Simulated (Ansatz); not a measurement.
**C₄H₁₀ClGa: taking an electron away**

How much energy removes an electron from C₄H₁₀ClGa at fixed geometry? The cation is run at each level and the neutral's energy taken from earlier runs.

Program: Ansatz 0.2.0, Gaussian basis. Level of theory: unrestricted cation, the program's frozen cores in correlated methods. These are calculated values, not measurements.

The runs, in order: UKS PBE-D4/def2-TZVPP; UKS r2SCAN-D4/def2-TZVPP; UKS PBE0-D4/def2-TZVPP; UKS B3LYP-D4/def2-TZVPP; UKS wB97X-V/def2-TZVPP; UKS wB97M-V/def2-TZVPP; UKS B2PLYP/def2-TZVPP; UHF-CCSD(T)/def2-TZVPP; UHF-MP2/def2-QZVPP; extrapolation to the limit; then −ε(HOMO) from the neutral's earlier runs with LDA (SPW92), PBE-D4, revPBE-D4, BLYP-D4, r2SCAN-D4, B97M-V, PBE0-D4, B3LYP-D4, r2SCANh-D4, r2SCAN0-D4, HSE06-D4, BHLYP-D4, CAM-B3LYP-D4, LC-ωPBE, ωB97X-V, ωB97M-V.

## 1. Structure used throughout

The geometry comes from an earlier relaxation with PBE0-D4 in a triple-zeta def2 set; it is a stationary point, not always the lowest conformer.

SMILES `CC[CH]([GaH2])CCl`, 16 atoms, charge 0, spin multiplicity 1.

Atoms are counted from 1 here; the program's logs count them from 0.

Bond lengths: C1–C2 1.520 Å, C1–H7 1.092 Å, C1–H8 1.093 Å, C1–H9 1.099 Å, C2–C3 1.528 Å, C2–H10 1.096 Å, C2–H11 1.094 Å, C3–Ga4 1.997 Å, C3–C5 1.505 Å, C3–H12 1.099 Å, Ga4–H13 1.574 Å, Ga4–H14 1.572 Å, C5–Cl6 1.809 Å, C5–H15 1.090 Å, C5–H16 1.089 Å. Angles: C2–C1–H7 111.4°, C2–C1–H8 111.9°, C2–C1–H9 111.6°, H7–C1–H8 107.3°, H7–C1–H9 106.8°, H8–C1–H9 107.6°, C1–C2–C3 113.7°, C1–C2–H10 109.2°, C1–C2–H11 109.2°, C3–C2–H10 109.3°, C3–C2–H11 108.7°, H10–C2–H11 106.3°, C2–C3–Ga4 109.9°, C2–C3–C5 114.7°, C2–C3–H12 108.5°, Ga4–C3–C5 110.3°, Ga4–C3–H12 104.8°, C5–C3–H12 108.1° and more.

## 2. Cation, UKS PBE-D4/def2-TZVPP

in.yaml

```yaml
crystal:
  periodic: [false, false, false]
  atoms:
    - {symbol: C, position_ang: [0.356409, -1.632826, 0.563346]}
    - {symbol: C, position_ang: [1.113425, -0.377623, 0.161748]}
    - {symbol: C, position_ang: [0.207960, 0.773153, -0.274321]}
    - {symbol: Ga, position_ang: [-0.868990, 0.225371, -1.864230]}
    - {symbol: C, position_ang: [-0.690820, 1.310635, 0.806105]}
    - {symbol: Cl, position_ang: [0.221094, 1.944909, 2.233815]}
    - {symbol: H, position_ang: [1.039514, -2.437936, 0.841209]}
    - {symbol: H, position_ang: [-0.301718, -1.456594, 1.417409]}
    - {symbol: H, position_ang: [-0.262972, -2.012315, -0.260988]}
    - {symbol: H, position_ang: [1.739182, -0.049814, 0.999213]}
    - {symbol: H, position_ang: [1.797481, -0.616385, -0.658481]}
    - {symbol: H, position_ang: [0.839934, 1.596669, -0.634389]}
    - {symbol: H, position_ang: [-2.392132, 0.599988, -1.990992]}
    - {symbol: H, position_ang: [-0.143403, -0.570730, -3.009425]}
    - {symbol: H, position_ang: [-1.362436, 0.554932, 1.213098]}
    - {symbol: H, position_ang: [-1.292516, 2.148576, 0.456883]}
basis:
  gaussian: {orbitals: def2-TZVPP}
total_charge: 1
magnetization: {spin_polarized: true, initial_magnetization: 1}
hamiltonian: {xc: pbe, dispersion: d4}
```

Command:

```sh
> ansatz run in.yaml --threads 2 --pin off --events-out ev --progress --plain --max-ram 32768MiB --backend cuda --devices 0, --max-vram 18GiB
```

The runs that follow: Cation, UKS r2SCAN-D4/def2-TZVPP; Cation, UKS PBE0-D4/def2-TZVPP; Cation, UKS B3LYP-D4/def2-TZVPP; Cation, UKS wB97X-V/def2-TZVPP; Cation, UKS wB97M-V/def2-TZVPP; Cation, UKS B2PLYP (frozen core)/def2-TZVPP; Cation, UHF-CCSD(T)/def2-TZVPP; Cation, UHF-MP2/def2-QZVPP.

Before running them: what should the planned runs give, taken together? Wanted: ionisation energy, CCSD(T)/CBS; nearest functional by difference; nearest −ε(HOMO); −ε(HOMO) of PBE; T1 of the cation.

The runs gave:

```
                        quantity               value
  ionisation energy, CCSD(T)/CBS             9.74 eV
nearest functional by difference  ωB97X-V (-0.16 eV)
                nearest −ε(HOMO)  ωB97M-V (-0.05 eV)
                 −ε(HOMO) of PBE             6.40 eV
                T1 of the cation               0.018
```

By cation minus neutral, the functionals miss by 0.66 eV at most. −ε(HOMO) of PBE misses by 3.3 eV, since self-interaction lifts the level. Among orbital estimates ωB97M-V comes nearest. Hartree-Fock falls 1.00 eV short, as the neutral has more correlation energy than the cation. Correlated methods include outer-core shells of Ga, which these sets cover unevenly. With outer-core shells in play the reference is unsure by up to some tenths of an eV, so close misses can't be ranked.
